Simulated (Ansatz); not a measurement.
# WS2: the cost of one run

Program: Ansatz 0.2.0. Level of theory: DFT PBE, scalar-relativistic, plane waves, PAW. These are calculated values, not measurements.

1 further run of the same task is left out (set aside as unsound or not needed). Runs told in other sessions of the task aren't counted.

## 1. The starting structure

Symmetry: P6_3/mmc, No. 194, hexagonal system. Conventional cell: a = 3.188 Å, b = 3.188 Å, c = 14.871 Å, α = 90.00°, β = 90.00°, γ = 120.00°. Around W (site symmetry -6m2) lie 6 S at 2.42 Å. S (site symmetry 3m) has 3 W at 2.42 Å in its first shell of neighbours.

Structure file:

```xyz
6
Lattice="3.1878 0.0000 0.0000 -1.5939 2.7607 0.0000 0.0000 0.0000 14.8713" Properties=species:S:1:pos:R:3 pbc="T T T"
W     0.0000    1.8405    3.7178
W     1.5939    0.9202   11.1535
S     0.0000    1.8405    9.5824
S     1.5939    0.9202    2.1467
S     0.0000    1.8405   12.7246
S     1.5939    0.9202    5.2889
```

It goes back to an entry of the Materials Project.

This cell was relaxed beforehand with the same method: volume 21.81 Å³/atom, gap on the mesh 1.63 eV.

## 2. The bulk's band edges

File input.yaml:

```yaml
crystal:
  lattice:
    - [3.1877751713, 2.9e-09, 0.0]
    - [-1.5938875881, 2.7606942784, 0.0]
    - [0.0, 0.0, 14.8712924802]
  atoms:
    - { symbol: W, position: [0.3333333333, 0.6666666667, 0.25] }
    - { symbol: W, position: [0.6666666667, 0.3333333333, 0.75] }
    - { symbol: S, position: [0.3333333333, 0.6666666667, 0.6443542074] }
    - { symbol: S, position: [0.6666666667, 0.3333333333, 0.1443542074] }
    - { symbol: S, position: [0.3333333333, 0.6666666667, 0.8556457926] }
    - { symbol: S, position: [0.6666666667, 0.3333333333, 0.3556457926] }
basis:
  ecutwfc: 420
kpoints:
  mp_grid: { grid: [12, 12, 2] }
  band_path: { path: [VBM, CBM], npoints: 2 }
hamiltonian:
  xc: pbe
scf:
  occupations: { method: gaussian, width: 0.02 }
output:
  forces: true
  stress: true
  eigenvalues: true
```

Run with:

```sh
$ ansatz run input.yaml --threads 8 --pin off --max-ram 28672MiB --backend cpu --events-out ev --progress --plain --runs-dir out
```

Q: Estimate wall time and peak memory on 8 threads of Intel Xeon Platinum 8375C at 2.90GHz (Ice Lake), shared host.

About 3.2 s, with a peak of 0.66 GiB.
